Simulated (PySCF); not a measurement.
**One shape, several levels: [BF4]− (tetrafluoroborate)**

Aim: a comparison of 4 runs (BLYP/aug-cc-pVDZ, PBE/aug-cc-pVDZ, SVWN5/aug-cc-pVDZ, CCSD(T)/aug-cc-pVDZ) of [BF4]− (tetrafluoroborate). Input form: a Python script.

The calculation is run with PySCF 2.14.0.

1 further run of the same task is left out (set aside as unsound or not needed).

## Step 1: The system as given

[BF4]− has 5 atoms, charge -1, and is taken as a singlet. SMILES: `F[B-](F)(F)F`. The F1–B2 distance was set to 2.108 Å, away from the relaxed value. At this shape a bond of the SMILES string is far longer than usual.

Bond lengths: B2–F3 1.406 Å, B2–F4 1.406 Å, B2–F5 1.406 Å. Angles: F3–B2–F4 109.5°, F3–B2–F5 109.5°, F4–B2–F5 109.5°.

## Step 2: The energy at BLYP/aug-cc-pVDZ (run 1)

run.py reads:

```python
from pyscf import gto, dft

molecule = gto.M(
    atom='''
F     -0.161859    -0.113952     3.979756
B      0.000000     0.000000     0.000189
F      1.793161    -1.759335    -0.863983
F     -2.385779    -0.603012    -1.000988
F      0.700521     2.438314    -0.788394
''',
    verbose=3,
    unit='bohr',
    max_memory=1860,
    charge=-1,
    spin=0,
    basis='aug-cc-pvdz',
)

mf = dft.RKS(molecule)
mf.xc = 'blyp'
mf.grids.level = 5
mf.conv_tol = 1e-10
mf.kernel()
if not mf.converged:
    mf = mf.newton().run(mf.mo_coeff, mf.mo_occ)

energy = mf.e_tot
print('E(%s) = %.9f' % ('BLYP', energy))
```

Started as:

```
$ OMP_NUM_THREADS=1 python run.py
```

What it wrote:

```text
converged SCF energy = -424.483498647691
E(BLYP) = -424.483498648
```

It took 25 s on 1 thread of Intel Xeon at 2.70GHz, shared host; peak memory 0.62 GiB.

## Step 3: A single-point energy at PBE/aug-cc-pVDZ (run 2)

job.py reads:

```python
from pyscf import gto, dft

mol = gto.Mole()
mol.atom = '''
F     -0.161859    -0.113952     3.979756
B      0.000000     0.000000     0.000189
F      1.793161    -1.759335    -0.863983
F     -2.385779    -0.603012    -1.000988
F      0.700521     2.438314    -0.788394
'''
mol.max_memory = 1860
mol.verbose = 3
mol.basis = 'aug-cc-pvdz'
mol.charge = -1
mol.unit = 'bohr'
mol.build()

mf = dft.RKS(mol)
mf.xc = 'pbe'
mf.conv_tol = 1e-10
mf.grids.level = 5
mf.kernel()
if not mf.converged:
    mf = mf.newton().run(mf.mo_coeff, mf.mo_occ)

e_tot = mf.e_tot
print('Final energy', e_tot)
```

Started as:

```
$ OMP_NUM_THREADS=1 python job.py
```

What it wrote:

```text
converged SCF energy = -424.10507551133
Final energy -424.10507551132974
```

It took 25 s on 1 thread of Intel Xeon at 2.70GHz, shared host; peak memory 0.62 GiB.

Run 3 isn't shown in full; the table further down has it.

## Step 4: A single-point energy at CCSD(T)/aug-cc-pVDZ (run 4)

calc.py reads:

```python
from pyscf import gto, cc

mol = gto.Mole()
mol.atom = '''
F     -0.161859    -0.113952     3.979756
B      0.000000     0.000000     0.000189
F      1.793161    -1.759335    -0.863983
F     -2.385779    -0.603012    -1.000988
F      0.700521     2.438314    -0.788394
'''
mol.verbose = 3
mol.basis = 'aug-cc-pvdz'
mol.max_memory = 1860
mol.unit = 'bohr'
mol.charge = -1
mol.build()

hf = mol.RHF()
hf.conv_tol = 1e-10
hf.kernel()
if not hf.converged:
    hf = hf.newton().run(hf.mo_coeff, hf.mo_occ)

mycc = cc.CCSD(hf, frozen=5)
mycc.kernel()
e_t = mycc.ccsd_t()
e_tot = mycc.e_tot + e_t
print('Final energy', e_tot)
```

Started as:

```
$ OMP_NUM_THREADS=1 python calc.py
```

What it wrote:

```text
converged SCF energy = -422.694487037085
E(CCSD) = -423.6299956237112  E_corr = -0.9355085866257017
CCSD(T) correction = -0.0244846851763844
Final energy -423.65448030888757
```

Run time: 2 min. Hardware: 1 thread of Intel Xeon at 2.70GHz, shared host; peak memory 1.5 GiB.

## Step 5: Overview of the runs

| run | level | integration grid | frozen core orbitals | energy (Eh) | HOMO energy (eV) | LUMO energy (eV) | HOMO–LUMO gap (eV) | wall time |
| --- | --- | --- | --- | --- | --- | --- | --- | --- |
| 1 | BLYP/aug-cc-pVDZ | 5 | – | -424.483499 | -1.50 | 3.41 | 4.91 | 25 s |
| 2 | PBE/aug-cc-pVDZ | 5 | – | -424.105076 | -1.53 | 3.43 | 4.96 | 25 s |
| 3 | SVWN5/aug-cc-pVDZ | 5 | – | -421.716106 | -1.77 | 3.38 | 5.15 | 12 s |
| 4 | CCSD(T)/aug-cc-pVDZ | – | 5 | -423.654480 | -8.52 | 4.90 | 13.41 | 2 min |

## Step 6: Results

| quantity | value |
| --- | --- |
| run 4: total energy | -423.65448 Eh |
| run 4: HOMO energy (Hartree–Fock orbitals) | -8.52 eV |
| run 4: LUMO energy (Hartree–Fock orbitals) | 4.90 eV |
| run 4: HOMO–LUMO gap (to an unbound level, set by the basis) | 13.41 eV |
| run 4: correlation energy (5 core orbitals frozen) | -960.0 mEh |
| run 4: (T) correction | -24.48 mEh |
| run 4: T1 diagnostic | 0.017 |

In words: Over runs 1, 2, 3 the HOMO–LUMO gap runs from 4.91 eV (BLYP/aug-cc-pVDZ) to 5.15 eV (SVWN5/aug-cc-pVDZ). The empty levels of an anion lie above zero and hang on the basis. Totals of different functionals can't be ranked against each other. All runs together took 3 min, the longest 2 min.
